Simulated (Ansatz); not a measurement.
**C5H6AuNS: ionisation energy by level of theory**

One table from this session's results is given with a row withheld; the runs are named, their logs left out.

The runs use Ansatz 0.2.0, Gaussian basis; unrestricted cation, the program's frozen cores in correlated methods.

Plan: UKS PBE-D4/def2-TZVPP; UKS r2SCAN-D4/def2-TZVPP; UKS PBE0-D4/def2-TZVPP; UKS B3LYP-D4/def2-TZVPP; UKS wB97X-V/def2-TZVPP; UKS wB97M-V/def2-TZVPP; UKS B2PLYP/def2-TZVPP; UHF-MP2/def2-TZVPP; UHF-MP2/def2-QZVPP; then −ε(HOMO) from the neutral's earlier runs with LDA (SPW92), PBE-D4, revPBE-D4, BLYP-D4, r2SCAN-D4, B97M-V, PBE0-D4, B3LYP-D4, r2SCANh-D4, r2SCAN0-D4, HSE06-D4, BHLYP-D4, CAM-B3LYP-D4, LC-ωPBE, ωB97X-V, ωB97M-V.

3 further runs of the same task are left out: 3 that didn't finish.

## The geometry

The geometry comes from an earlier relaxation with PBE0-D4 in a triple-zeta def2 set; it is a stationary point, not always the lowest conformer. Au takes the def2 core potential; no spin-orbit term is included.

SMILES `[SH][Au-][n+]1ccccc1`, 14 atoms, charge 0, spin multiplicity 1.

Atoms are counted from 1 here; the program's logs count them from 0.

Bond lengths: S1–Au2 2.249 Å, S1–H9 1.345 Å, Au2–N3 2.080 Å, N3–C4 1.338 Å, N3–C8 1.338 Å, C4–C5 1.381 Å, C4–H10 1.082 Å, C5–C6 1.385 Å, C5–H11 1.082 Å, C6–C7 1.385 Å, C6–H12 1.083 Å, C7–C8 1.381 Å, C7–H13 1.082 Å, C8–H14 1.082 Å. Angles: Au2–S1–H9 96.8°, S1–Au2–N3 178.3°, Au2–N3–C4 120.6°, Au2–N3–C8 120.9°, C4–N3–C8 118.5°, N3–C4–C5 122.4°, N3–C4–H10 116.1°, C5–C4–H10 121.5°, C4–C5–C6 119.0°, C4–C5–H11 119.5°, C6–C5–H11 121.5°, C5–C6–C7 118.6°, C5–C6–H12 120.7°, C7–C6–H12 120.7°, C6–C7–C8 119.0°, C6–C7–H13 121.5°, C8–C7–H13 119.5°, N3–C8–C7 122.4° and more.

The first run:

The input, in.yaml:

```yaml
crystal:
  periodic: [false, false, false]
  atoms:
    - {symbol: S, position_ang: [-2.697241, -3.578361, -1.708045]}
    - {symbol: Au, position_ang: [-1.429366, -1.900905, -0.909984]}
    - {symbol: N, position_ang: [-0.228271, -0.346418, -0.225669]}
    - {symbol: C, position_ang: [0.693464, 0.204513, -1.023818]}
    - {symbol: C, position_ang: [1.509044, 1.238703, -0.608702]}
    - {symbol: C, position_ang: [1.371984, 1.727324, 0.679773]}
    - {symbol: C, position_ang: [0.418162, 1.157009, 1.506092]}
    - {symbol: C, position_ang: [-0.360137, 0.125517, 1.019135]}
    - {symbol: H, position_ang: [-3.435177, -3.760873, -0.598363]}
    - {symbol: H, position_ang: [0.766842, -0.207036, -2.022112]}
    - {symbol: H, position_ang: [2.239062, 1.649072, -1.294313]}
    - {symbol: H, position_ang: [1.997422, 2.538102, 1.033702]}
    - {symbol: H, position_ang: [0.270976, 1.501783, 2.521406]}
    - {symbol: H, position_ang: [-1.116784, -0.348430, 1.630909]}
basis:
  gaussian: {orbitals: def2-TZVPP}
total_charge: 1
magnetization: {spin_polarized: true, initial_magnetization: 1}
hamiltonian: {xc: pbe, dispersion: d4}
```

Among the steps run: Cation, UKS PBE-D4/def2-TZVPP; Cation, UKS r2SCAN-D4/def2-TZVPP; Cation, UKS PBE0-D4/def2-TZVPP; Cation, UKS B3LYP-D4/def2-TZVPP; Cation, UKS wB97X-V/def2-TZVPP; Cation, UKS wB97M-V/def2-TZVPP; Cation, UKS B2PLYP (frozen core)/def2-TZVPP; Cation, UHF-MP2/def2-TZVPP; Cation, UHF-MP2/def2-QZVPP.

One of the session's tables, all rows but one given; the rest of the session is left out.

For comparison, −ε(HOMO) of the neutral from earlier runs:

```
  functional  −ε(HOMO) (eV)
 LDA (SPW92)           4.79
      PBE-D4           4.59
   revPBE-D4           4.52
     BLYP-D4           4.42
   r2SCAN-D4           4.76
      B97M-V           4.77
     PBE0-D4           5.56
    B3LYP-D4           5.35
  r2SCANh-D4           5.12
  r2SCAN0-D4           5.70
    HSE06-D4           5.17
    BHLYP-D4           6.48
CAM-B3LYP-D4              ?
     LC-ωPBE           8.04
     ωB97X-V           7.74
     ωB97M-V           7.63
```

**Question.** Estimate the row for CAM-B3LYP-D4.

The run gave: −ε(HOMO) (eV): 6.77. In the column «−ε(HOMO) (eV)» it lies between BHLYP-D4 (6.48) and ωB97M-V (7.63).
